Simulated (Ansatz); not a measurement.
# Pb (hcp type): how the settings move a single-point run

How sensitive is a single-point run of Pb (hcp type) to its settings? A reference run comes first, then two runs with altered input.

Program: Ansatz 0.2.0. Level of theory: reference: DFT, PBEsol, all-electron LAPW, scalar-relativistic. These are calculated values, not measurements.

1 further run of the same task is left out (set aside as unsound or not needed). Runs told in other sessions of the task aren't counted.

### 1 The system as given

It takes space group P6_3/mmc (No. 194, hexagonal). The conventional cell has a = 3.042 Å, b = 3.042 Å, c = 5.056 Å, α = 90.00°, β = 90.00°, γ = 120.00°. Pb (site symmetry -6m2) is surrounded by 12 Pb at 3.04 to 3.08 Å.

Structure file:

```
CELL_PARAMETERS angstrom
3.04206 0.00000 0.00000
-1.52103 2.63450 0.00000
0.00000 0.00000 5.05614
ATOMIC_POSITIONS crystal
Pb 0.33333 0.66667 0.25000
Pb 0.66667 0.33333 0.75000
```

### 2 The reference run

Contents of input.yaml:

```yaml
crystal:
  lattice:
    - [3.0420565861, 0.0, 0.0]
    - [-1.5210282931, 2.6344982833, 0.0]
    - [0.0, 0.0, 5.056135624]
  atoms:
    - { symbol: Pb, position: [0.3333333333, 0.6666666667, 0.25] }
    - { symbol: Pb, position: [0.6666666667, 0.3333333333, 0.75] }
kpoints:
  mp_grid: { grid: [14, 14, 8] }
  band_path:
    path:
      - [0.0, 0.0, 0.0]
      - [0.5, 0.0, 0.0]
      - [0.3333333333, 0.3333333333, 0.0]
      - [0.0, 0.0, 0.0]
      - [0.0, 0.0, 0.5]
      - [0.5, 0.0, 0.5]
      - [0.3333333333, 0.3333333333, 0.5]
      - [0.0, 0.0, 0.5]
      - [0.5, 0.0, 0.5]
    npoints: 8
scf:
  occupations: { method: fermi_dirac, width: 0.05 }
hamiltonian:
  xc: pbesol
  pseudopotentials: { kind: all_electron, lapw: { basis_error: 0.001 } }
output:
  forces: true
  stress: true
  eigenvalues: true
  populations: true
  dos: { projected: true, de: 0.2, e_range: [-14, 8] }
```

Command:

```
$ ansatz run input.yaml --threads 1 --pin off --max-ram 2048MiB --backend cpu --events-out ev --progress --plain --runs-dir out
```

### 3 Variant: lower_state_search standard

Changes to input.yaml since step 2:

```diff
@@ -24,2 +24,3 @@
   occupations: { method: fermi_dirac, width: 0.05 }
+  lower_state_search: standard
 hamiltonian:
@@ -32,2 +33 @@
   populations: true
-  dos: { projected: true, de: 0.2, e_range: [-14, 8] }
```

### 4 Variant: starting moments, spin_polarized true

Changes to input.yaml since step 2:

```diff
@@ -6,4 +6,4 @@
   atoms:
-    - { symbol: Pb, position: [0.3333333333, 0.6666666667, 0.25] }
-    - { symbol: Pb, position: [0.6666666667, 0.3333333333, 0.75] }
+    - { symbol: Pb, position: [0.3333333333, 0.6666666667, 0.25], spin: 0.2 }
+    - { symbol: Pb, position: [0.6666666667, 0.3333333333, 0.75], spin: 0.2 }
 kpoints:
@@ -32,2 +32,3 @@
   populations: true
-  dos: { projected: true, de: 0.2, e_range: [-14, 8] }
+magnetization:
+  spin_polarized: true
```

What does the calculation give? Wanted: for each run, ending; energy change; pressure; gap; force.

As calculated:

```
                                     run     ending  energy change  pressure (GPa)  gap (eV)  force (eV/Å)  cycles     time
                               reference  converged              0            47.9      0.00          0.00       7     53 s
          1: lower_state_search standard  converged   0.0 meV/atom            47.9      0.00          0.00       7     54 s
2: starting moments, spin_polarized true  converged   0.0 meV/atom            47.9      0.00          0.00      13  4.2 min
```

Times don't compare one to one where runs were asked for different outputs or read a saved state (see the inputs); cycles may leave out searches for a lower state.

Residual by cycle in the longest SCF loop of each run; runs are numbered as in the table. The quantity is the density residual dr2, in eV.

```
cycle  reference    run 1    run 2
    1    0.00563  0.00563  0.00562
    2    0.00249  0.00249  0.00346
    3    0.00127  0.00127  0.00169
    4     4.2e-4   4.2e-4   6.5e-4
    5     6.8e-5   6.8e-5   2.0e-4
    6     8.3e-7   8.3e-7   5.9e-5
    8          -        -   1.1e-6
    9          -        -   5.7e-8
   10          -        -   4.0e-8
   11          -        -   2.9e-9
   12          -        -  9.5e-10
   13          -        -  1.7e-10
```

Of the converged runs whose energies compare with the reference's, none moves it noticeably. Of the variants the dearest is «starting moments, spin_polarized true» (4.2 min), the cheapest «lower_state_search standard» (54 s), on a shared host. The structure is not at rest: the sound run finds 48 GPa, so these are no properties of the relaxed crystal. 
